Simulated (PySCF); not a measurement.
# C8H5Br (1-bromo-4-ethynylbenzene): the cost of one run

The runs use PySCF 2.14.0, with density-fitted response routines of our own; the level of theory stands in each step. All values are computed, except where a source is named. Atoms are numbered from 0 throughout.

**1. The starting structure**

14 atoms, charge 0, multiplicity 1; geometry from: GFN2-xTB. The atoms were then displaced at random by about 0.01 Å, so the start is not that level's minimum.

Bonds of the start (Å): C0–C1 1.23, C1–C2 1.43, C2–C3 1.38, C3–C4 1.42, C4–C5 1.38, C5–Br6 1.89, C5–C7 1.39, C7–C8 1.37, C8–C2 1.39, C0–H9 1.02, C3–H10 1.05, C4–H11 1.08, C7–H12 1.10, C8–H13 1.07.

**2. Relaxing the molecule at PBE0-D3(BJ)/def2-SVP**

What the job is given:

```
{"job": {"xc": "PBE0", "basis": "def2-SVP", "d3": "d3bj", "grid": 1, "shake": 0.01, "kind": "geom"}, "charge": 0, "multiplicity": 1}
C      3.368490    -0.524630     0.231830
C      2.158020    -0.326860     0.141560
C      0.746930    -0.116130     0.039620
C      0.301820     1.103030    -0.428170
C     -1.096820     1.298010    -0.527040
C     -1.961770     0.295860    -0.136680
Br    -3.831070     0.568100    -0.265730
C     -1.466910    -0.915510     0.334540
C     -0.121100    -1.116700     0.448460
H      4.380450    -0.656030     0.311410
H      0.944390     1.879430    -0.709630
H     -1.479050     2.242840    -0.875160
H     -2.199620    -1.687220     0.625020
H      0.249100    -2.059270     0.802210
```

The run is started by

```
$ OMP_NUM_THREADS=1 python probes_run.py task.json out
```

This one command runs all jobs of the session in turn.

Q: Estimate the wall time and peak memory of this first job on 1 thread of Intel Xeon at 2.50GHz, shared host.

About 4.4 min, with a peak of 0.72 GiB.
